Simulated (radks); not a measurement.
# Nuclear size and the levels of Sr

An exercise on one series of results from a longer session: the logs are not shown, and one member is left open.

Program: radks (a radial shooting solver on a logarithmic mesh, Libxc functionals) version 1. Level of theory: Dirac Kohn-Sham, exchange-only LDA, spin-unpolarised, spherical densities, finite nucleus. These are calculated values, not measurements, unless marked.

## What is computed

```
element            : strontium (Z = 38)
charge             : 0
electrons          : 38
configuration      : [Kr] 5s2
nuclear rms radius : 4.224 fm
```

The outer shells:

Sr
```
[Kr] core
5s [↑↓]
```

Set-up of the first run:

Input:

```text
Z 38
configuration [Kr] 5s2 4d0 5p0
relativity Dirac
functional lda,
spin unpolarised
j_filling average
nucleus finite rms 4.224 fm
c 137.035999084
```

Among the steps run: rms radius 4.224 fm.

One table of the session follows, with a row left open; its other results are not shown here.

It belongs to the step «rms radius 4.224 fm». Radial moments (bohr):

| level | <r> | outermost maximum (interpolated) | 90 % within | nodes |
| --- | --- | --- | --- | --- |
| 4s1/2 | 1.358 | 1.19 | 2.00 | 3 |
| 4p1/2 | 1.551 | 1.31 | 2.33 | 2 |
| 4p3/2 | 1.587 | 1.34 | 2.39 | 2 |
| 5s1/2 | 4.409 | 3.67 | 6.61 | 4 |
| 5p1/2 | 6.360 | 5.05 | 9.83 | 3 |
| 5p3/2 | 6.521 | 5.17 | 10.1 | 3 |
| 4d3/2 | 3.897 | 2.21 | 6.95 | 1 |
| 4d5/2 | ? | ? | ? | ? |

Estimate the missing values for 4d5/2.

The run gave: <r>: 3.976; outermost maximum (interpolated): 2.24; 90 % within: 7.10; nodes: 1. In the column «<r>» it lies between 4d3/2 (3.897) and 5s1/2 (4.409).
